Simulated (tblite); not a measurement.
# GeH8N2Si2: the cost of one run

Programs: tblite 0.8.0 and PySCF 2.14.0. All values are calculated, for the isolated system unless a continuum is named. Atoms count from 0, parts from 1.

## 1. Starting point

13 atoms, charge 0, multiplicity 3; geometry: distance geometry start.

## 2. Relaxing the cluster with GFN2-xTB

The job: settings as JSON, then the geometry in Å.

```
{"job": {"kind": "relax", "xc": "GFN2-xTB", "basis": "xTB"}, "charge": 0, "multiplicity": 3}
Ge     1.221275    -0.358836    -1.015219
N     -0.123713    -0.084610     0.277072
Si    -0.912040     1.464954    -0.195105
Si    -1.274903    -1.479757     0.006333
N      2.891713     0.134953    -0.377752
H     -2.047966     1.138746    -1.062007
H      0.102761     2.216020    -0.981405
H     -1.308631     2.270722     0.965615
H     -2.076277    -1.797719     1.201600
H     -0.492820    -2.627466    -0.453181
H     -2.083130    -1.053586    -1.148288
H      3.296730    -0.703563     0.088080
H      2.798984     0.934066     0.220892
```

Method: GFN2-xTB geometry optimisation, gas phase.

On the command line:

```bash
OMP_NUM_THREADS=1 python cluster_run.py task.json out
```

One launch serves the whole session: the jobs run in the order shown.

**Question.** How long does this first job take on 1 thread of Arm Neoverse V1, shared host?

About 5 s.
